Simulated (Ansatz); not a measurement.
**C2H5AlBNO: small, medium and large basis sets**

An exercise on one series of results from a longer session: the logs are not shown, and one member is left open.

The runs use Ansatz 0.2.0, Gaussian basis; one geometry, several basis sets.

The runs, in order: PBE0-D4/def2-SVP; ωB97M-V/def2-SVP; PBE0-D4/def2-QZVPP; ωB97M-V/def2-QZVPP; the functionals' def2-TZVPP values are taken from earlier runs.

## The geometry

An earlier PBE0-D4 in a triple-zeta def2 set relaxation fixed the geometry.

SMILES `C=[N][Al]1[O][B]1C`, 11 atoms, charge 0, spin multiplicity 1.

Atoms are counted from 1 here; the program's logs count them from 0.

Bond lengths: C1–N2 1.244 Å, C1–H7 1.101 Å, C1–H8 1.101 Å, N2–Al3 1.739 Å, Al3–O4 1.827 Å, Al3–B5 2.026 Å, O4–B5 1.321 Å, B5–C6 1.547 Å, C6–H9 1.093 Å, C6–H10 1.094 Å, C6–H11 1.094 Å. Angles: N2–C1–H7 122.5°, N2–C1–H8 122.5°, H7–C1–H8 115.0°, C1–N2–Al3 175.3°, N2–Al3–O4 117.9°, N2–Al3–B5 157.6°, O4–Al3–B5 39.7°, Al3–O4–B5 78.3°, Al3–B5–O4 62.0°, Al3–B5–C6 160.5°, O4–B5–C6 137.5°, B5–C6–H9 110.4°, B5–C6–H10 111.3°, B5–C6–H11 110.2°, H9–C6–H10 109.1°, H9–C6–H11 106.6°, H10–C6–H11 109.0°.

Set-up of the first run:

File in.yaml:

```yaml
crystal:
  periodic: [false, false, false]
  atoms:
    - {symbol: C, position_ang: [-2.963883, 0.205312, 1.931107]}
    - {symbol: N, position_ang: [-1.936088, 0.025307, 1.253628]}
    - {symbol: Al, position_ang: [-0.531694, -0.364425, 0.304211]}
    - {symbol: O, position_ang: [0.553495, 1.008051, -0.222896]}
    - {symbol: B, position_ang: [1.169356, -0.036938, -0.745606]}
    - {symbol: C, position_ang: [2.435550, -0.309208, -1.592536]}
    - {symbol: H, position_ang: [-3.949004, 0.388176, 1.474490]}
    - {symbol: H, position_ang: [-2.954872, 0.200115, 3.032163]}
    - {symbol: H, position_ang: [3.101893, -1.001267, -1.070690]}
    - {symbol: H, position_ang: [2.977653, 0.616807, -1.806544]}
    - {symbol: H, position_ang: [2.162994, -0.788829, -2.536729]}
basis:
  gaussian: {orbitals: def2-SVP}
hamiltonian: {xc: pbe0, dispersion: d4}
output: {orbitals: {seedname: orbitals}}
```

Run with:

```console
> ansatz run in.yaml --threads 4 --pin off --events-out ev --progress --plain --max-ram 10444MiB
```

Steps of the session up to this table: PBE0-D4 in def2-SVP; ωB97M-V in def2-SVP; PBE0-D4 in def2-QZVPP; ωB97M-V in def2-QZVPP.

One of the session's tables, all rows but one given; the rest of the session is left out.

It belongs to the step «Density functionals: the series». 

```
functional       basis  HOMO (eV)
   PBE0-D4    def2-SVP      -5.75
   PBE0-D4  def2-TZVPP      -5.79
   PBE0-D4  def2-QZVPP      -5.81
   ωB97M-V    def2-SVP      -7.70
   ωB97M-V  def2-TZVPP          ?
   ωB97M-V  def2-QZVPP      -7.79
```

Q: Estimate the row for ωB97M-V, def2-TZVPP from the others.

As computed: HOMO (eV): -7.77. In the column «HOMO (eV)» it lies between ωB97M-V, def2-QZVPP (-7.79) and ωB97M-V, def2-SVP (-7.70).
